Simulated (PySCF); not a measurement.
# From one method to the next for SnB (quartet)

Aim: see what other levels and later steps give for SnB (quartet).

Program: PySCF 2.14.0. Level of theory: each script names its method and basis. These are calculated values, not measurements.

2 further runs of the same task are left out: 1 for a known fault of the program, 1 that didn't finish.

## (1) The starting structure

SnB (quartet): 2 atoms, charge 0, spin multiplicity 4.

Bond lengths: Sn1–B2 2.273 Å.

## (2) The run that the others are compared with

Contents of input.py:

```python
from pyscf import gto, dft, tdscf

mol = gto.M(
    atom='Sn 0 0 0; B 0 0 2.273',
    basis='def2-svp',
    ecp={'Sn': 'def2-svp'},
    charge=0,
    spin=3,
    symmetry=True,
    verbose=4,
)
mf = dft.UKS(mol, xc='x3lyp')
mf.kernel()
td = tdscf.TDA(mf)
td.nstates = 8
td.kernel()
td.analyze(verbose=3)
mf.dip_moment()
print('orbital energies (hartree):', [e[max(0, n-3):n+3].round(4) for e, n in zip(mf.mo_energy, mol.nelec)])
```

Command:

```bash
> python input.py
```

## (3) Number of roots 10

Variant 1 changes number of roots: 8 → 10.

input.py, as its differences from that of step 2:

```diff
@@ -14,3 +14,3 @@
 td = tdscf.TDA(mf)
-td.nstates = 8
+td.nstates = 10
 td.kernel()
```

## (4) Revpbe

Variant 2 changes functional: x3lyp → revpbe.

input.py, as its differences from that of step 2:

```diff
@@ -11,3 +11,3 @@
 )
-mf = dft.UKS(mol, xc='x3lyp')
+mf = dft.UKS(mol, xc='revpbe')
 mf.kernel()
```

## (5) Pbe0

Variant 3 changes functional: x3lyp → pbe0.

input.py, as its differences from that of step 2:

```diff
@@ -11,3 +11,3 @@
 )
-mf = dft.UKS(mol, xc='x3lyp')
+mf = dft.UKS(mol, xc='pbe0')
 mf.kernel()
```

## (6) Wb97

Variant 4 changes functional: x3lyp → wb97.

input.py, as its differences from that of step 2:

```diff
@@ -11,3 +11,3 @@
 )
-mf = dft.UKS(mol, xc='x3lyp')
+mf = dft.UKS(mol, xc='wb97')
 mf.kernel()
```

**Question.** What will these runs give? Wanted: for each run, E(SCF); from base; gap, α spin; SCF dipole; after the SCF.

As calculated:

```
               run  E(SCF) (hartree)  from base (eV)  cycles  gap, α spin (eV)  SCF dipole (D)              after the SCF
              base       -238.972962               0      13              3.67            1.45  lowest root found 2.07 eV
number of roots 10       -238.972962          0.0000      13              3.67            1.45  lowest root found 2.07 eV
            revpbe       -239.026695  not comparable      12              2.44            1.57  lowest root found 2.26 eV
              pbe0       -238.944931  not comparable      13              3.91            1.46  lowest root found 2.10 eV
              wb97       -238.979489  not comparable      13              7.97            1.61  lowest root found 1.88 eV
```

The α-spin gap between the frontier levels is 2.4 eV with revpbe (0 % exact exchange) and 3.9 eV with pbe0 (25 %): exact exchange opens it. Total energies of different functionals can't be compared with each other; differences within one functional can.
